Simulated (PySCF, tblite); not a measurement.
# C₂H₂Br₂F₄Si: geometry, infrared bands and NMR shifts

What infrared bands and NMR shifts should C₂H₂Br₂F₄Si (`FC(F)(F)C[Si](F)(Br)Br`) show?

The runs use tblite 0.8.0 and PySCF 2.14.0, with density-fitted response routines of our own; the level of theory stands in each step. All values are computed, except where a source is named. Atoms are numbered from 0 throughout.

### Step 1. The molecule as given

11 atoms, charge 0, multiplicity 1; geometry from: force field or distance geometry start.

Bonds of the start (Å): F0–C1 1.34, C1–F2 1.34, C1–F3 1.35, C1–C4 1.49, C4–Si5 1.82, Si5–F6 1.60, Si5–Br7 2.22, Si5–Br8 2.21, C4–H9 1.10, C4–H10 1.10.

### Step 2. Geometry optimisation with GFN2-xTB

What the job is given:

```
{"job": {"kind": "relax", "xc": "GFN2-xTB", "basis": "xTB"}, "charge": 0, "multiplicity": 1}
F     -2.566300     0.140400    -0.140500
C     -1.342000     0.260200     0.387800
F     -1.138100     1.554100     0.688500
F     -1.341400    -0.433300     1.541800
C     -0.322800    -0.266200    -0.567400
Si     1.380700    -0.132000     0.055500
F      1.486400    -0.730400     1.533200
Br     2.727900    -1.308600    -1.261000
Br     2.111000     1.955600     0.051100
H     -0.426600     0.275900    -1.517800
H     -0.563400    -1.313000    -0.797000
```

The run is started by

```
$ OMP_NUM_THREADS=1 python probes_run.py task.json out
```

This one command runs all jobs of the session in turn.

**Question.** This job is followed by: GFN2-xTB harmonic vibrations, gas phase; GIAO PBE0/pcSseg-1 NMR shielding, non-relativistic, gas phase. What will the session give for the following? strongest single infrared mode (GFN2-xTB); zero-point energy (GFN2-xTB); 13C shifts against TMS (PBE0/pcSseg-1); 1H shifts against TMS (PBE0/pcSseg-1, means over atoms taken as alike); 19F shifts against CFCl3 (PBE0/pcSseg-1, means over atoms taken as alike); 29Si shifts against TMS (PBE0/pcSseg-1); 79Br shifts against HBr (PBE0/pcSseg-1, means over atoms taken as alike).

**Answer**, as computed:

| quantity | value |
| --- | --- |
| strongest single infrared mode (GFN2-xTB) | 994 cm⁻¹, 265 km/mol |
| zero-point energy (GFN2-xTB) | 29.1 kcal/mol |
| 13C shifts against TMS (PBE0/pcSseg-1) | 133.7, 38.5 ppm |
| 1H shifts against TMS (PBE0/pcSseg-1, means over atoms taken as alike) | 2.42 ppm |
| 19F shifts against CFCl3 (PBE0/pcSseg-1, means over atoms taken as alike) | -69.9, -108.2 ppm |
| 29Si shifts against TMS (PBE0/pcSseg-1) | 26.5 ppm |
| 79Br shifts against HBr (PBE0/pcSseg-1, means over atoms taken as alike) | 260 ppm |

The optimisation took 71 steps and gained 0.117 eV; among the close pairs (by a distance rule), C4–Si5 changed most, from 1.819 to 1.894 Å. No mode is imaginary among the 27: a minimum at this level. The strongest single mode, at 994 cm⁻¹, moves mainly C1, H10 and H9. GFN2-xTB is a fitted tight-binding method: band positions and strengths are rough. Its intensities can rank the bands wrongly. At PBE0/pcSseg-1: Shielding is most anisotropic at Br7, Br8 (span 725 ppm, paramagnetic term -762 ppm). Spin-orbit coupling is left out, which matters for shieldings and couplings at and beside the heavy atoms.
